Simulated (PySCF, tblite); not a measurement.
# C5H7ClOSi2: geometry, infrared bands and NMR shifts

Wanted: the infrared bands and NMR shifts of C5H7ClOSi2 (`O=CC#C[C@@H]1[SiH2][C@H]1[SiH2]Cl`), by calculation.

The runs use tblite 0.8.0 and PySCF 2.14.0, with density-fitted response routines of our own; the level of theory stands in each step. All values are computed, except where a source is named. Atoms are numbered from 0 throughout.

**1. The starting structure**

16 atoms, charge 0, multiplicity 1; geometry from: force field or distance geometry start.

Bonds of the start (Å): O0–C1 1.27, C1–C2 1.43, C2–C3 1.22, C3–C4 1.48, C4–Si5 1.87, Si5–C6 1.87, C6–Si7 1.85, Si7–Cl8 2.09, C6–C4 1.48, C1–H9 1.11, C4–H10 1.10, Si5–H11 1.44, Si5–H12 1.47, C6–H13 1.11, Si7–H14 1.46, Si7–H15 1.50.

**2. Relaxing the molecule with GFN2-xTB**

Job settings and geometry (Å):

```
{"job": {"kind": "relax", "xc": "GFN2-xTB", "basis": "xTB"}, "charge": 0, "multiplicity": 1}
O      4.427900     1.576000    -1.015300
C      3.916000     0.675500    -0.275900
C      2.533600     0.327700    -0.408700
C      1.358900     0.051900    -0.556100
C     -0.075800    -0.296500    -0.686000
Si    -1.244900     1.160200    -0.598500
C     -0.844500    -0.235300     0.573000
Si    -2.290300    -1.328100     0.931000
Cl    -3.949700    -0.911900    -0.266500
H      4.549900     0.166200     0.473400
H     -0.266800    -1.037500    -1.479400
H     -2.423700     1.123100    -1.432400
H     -0.735300     2.456200    -0.141800
H     -0.246200     0.071900     1.459100
H     -1.993500    -2.752100     0.877300
H     -2.723200    -1.038300     2.337800
```

Command:

```sh
> OMP_NUM_THREADS=1 python probes_run.py task.json out
```

The driver reads the jobs from task.json and runs them one after another.

**Question.** This job is followed by: GFN2-xTB harmonic vibrations, gas phase; GIAO PBE0/pcSseg-1 NMR shielding, non-relativistic, gas phase. Predict these results of the whole session: strongest single infrared mode (GFN2-xTB); zero-point energy (GFN2-xTB); ¹³C shifts against TMS (PBE0/pcSseg-1); ¹H shifts against TMS (PBE0/pcSseg-1); ¹⁷O shifts against H2O (PBE0/pcSseg-1); ²⁹Si shifts against TMS (PBE0/pcSseg-1); ³⁵Cl shifts against HCl (PBE0/pcSseg-1).

**Answer**, as computed:

| quantity | value |
| --- | --- |
| strongest single infrared mode (GFN2-xTB) | 1712 cm⁻¹, 833 km/mol |
| zero-point energy (GFN2-xTB) | 59.3 kcal/mol |
| ¹³C shifts against TMS (PBE0/pcSseg-1) | 179.0, 113.1, 85.8, 10.8, 2.3 ppm |
| ¹H shifts against TMS (PBE0/pcSseg-1) | 9.38, 5.51, 5.35, 3.34, 3.16, 1.94, 0.52 ppm |
| ¹⁷O shifts against H2O (PBE0/pcSseg-1) | 719.7 ppm |
| ²⁹Si shifts against TMS (PBE0/pcSseg-1) | -16.2, -123.9 ppm |
| ³⁵Cl shifts against HCl (PBE0/pcSseg-1) | -71 ppm |

The optimisation took 150 steps and gained 0.766 eV; among the close pairs (by a distance rule), C3–C4 changed most, from 1.482 to 1.401 Å. No mode is imaginary among the 42: a minimum at this level. The strongest single mode, at 1712 cm⁻¹, moves mainly C1 and O0. GFN2-xTB is a fitted tight-binding method: band positions and strengths are rough. Its intensities can rank the bands wrongly. C1 (aldehyde carbonyl carbon) lies farthest downfield among carbon, at 179.0 ppm; low-lying n→π* states of the double bond to the heteroatom give a large paramagnetic term (-242 ppm). H9 (hydrogen on an aldehyde carbonyl carbon) lies farthest downfield among hydrogen, at 9.38 ppm; the C=O anisotropy and electron withdrawal place aldehyde protons far downfield. At PBE0/pcSseg-1: The widest tensor belongs to O0: span 1471 ppm, with a paramagnetic part of -779 ppm.
